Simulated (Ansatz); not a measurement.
# GaSiH₂ (quartet): the correlation ladder, cc-pVTZ

An exercise on one series of results from a longer session: the logs are not shown, and one member is left open.

The runs use Ansatz 0.2.0, Gaussian basis; cc-pVTZ, core rule «outside noble gas», up to 19 orbitals frozen.

Plan: UHF; CCSD(T) on ROHF; CCSD(T) on UHF; BCCD(T) on ROHF; CCSDT(Q) on ROHF; CCSDT(Q) on UHF; CASSCF and MRCISD+Q, 9 electrons in 10 orbitals; CASSCF and NEVPT2, 9 electrons in 10 orbitals.

3 further runs of the same task are left out: 3 set aside as unsound or not needed. Runs told in other sessions of the task aren't counted.

### The geometry

The geometry is a PBE0/def2-TZVP stationary point (not a proven minimum) of the parent state, kept for this charge and spin. No spin-orbit coupling is included. The filled d shell of Ga may be among the frozen orbitals whatever the setting's name suggests.

4 atoms, charge 0, spin multiplicity 4.

Atoms are counted from 1 here; the program's logs count them from 0.

Bond lengths: Si1–Ga2 2.527 Å, Si1–H3 1.499 Å, Si1–H4 1.499 Å. Angles: Ga2–Si1–H3 127.3°, Ga2–Si1–H4 127.3°, H3–Si1–H4 105.5°.

The first run:

Input file in.yaml:

```yaml
crystal:
  periodic: [false, false, false]
  atoms:
    - {symbol: Si, position_ang: [0.000000, 0.000000, 1.746816]}
    - {symbol: Ga, position_ang: [0.000000, 0.000000, -0.780395]}
    - {symbol: H, position_ang: [0.000000, -1.193304, 2.654570]}
    - {symbol: H, position_ang: [0.000000, 1.193304, 2.654570]}
basis:
  gaussian: {orbitals: cc-pVTZ}
magnetization: {spin_polarized: true, initial_magnetization: 3}
hamiltonian: {xc: hf}
output: {orbitals: {seedname: orbitals}}
```

Started as:

```sh
$ ansatz run in.yaml --threads 1 --pin off --events-out ev --progress --plain --max-ram 4096MiB --backend cpu
```

Among the steps run: UHF; CCSD(T) on ROHF; CCSD(T) on UHF; BCCD(T) on ROHF; CCSDT(Q) on ROHF; CCSDT(Q) on UHF; CASSCF and MRCISD+Q, 9 electrons in 10 orbitals; CASSCF and NEVPT2, 9 electrons in 10 orbitals.

One of the session's tables, all rows but one given; the rest of the session is left out.

```
          method  from UCCSDT(Q) (kJ/mol)
            ROHF                   +496.3
             UHF                   +477.0
            RMP2                   +106.7
            UMP2                   +110.1
           RCCSD                    +26.2
           UCCSD                    +24.0
        RCCSD(T)                     +6.5
        UCCSD(T)                        ?
         BCCD(T)                     +6.4
          RCCSDT                     +2.6
          UCCSDT                     +1.0
       RCCSDT(Q)                     +1.5
       UCCSDT(Q)                        0
  CASSCF valence                   +341.4
  NEVPT2 valence                    +97.9
  MRCISD valence                    +31.4
MRCISD+Q valence                     +7.7
```

Estimate the missing values for UCCSD(T).

As computed: from UCCSDT(Q) (kJ/mol): +5.2. In the column «from UCCSDT(Q) (kJ/mol)» it lies between RCCSDT (+2.6) and BCCD(T) (+6.4).

Caveats from the session: Restricted and unrestricted rows rest on different reference determinants; a gap between their highest levels can come from leftover correlation error, from unlike frozen cores or from another state.
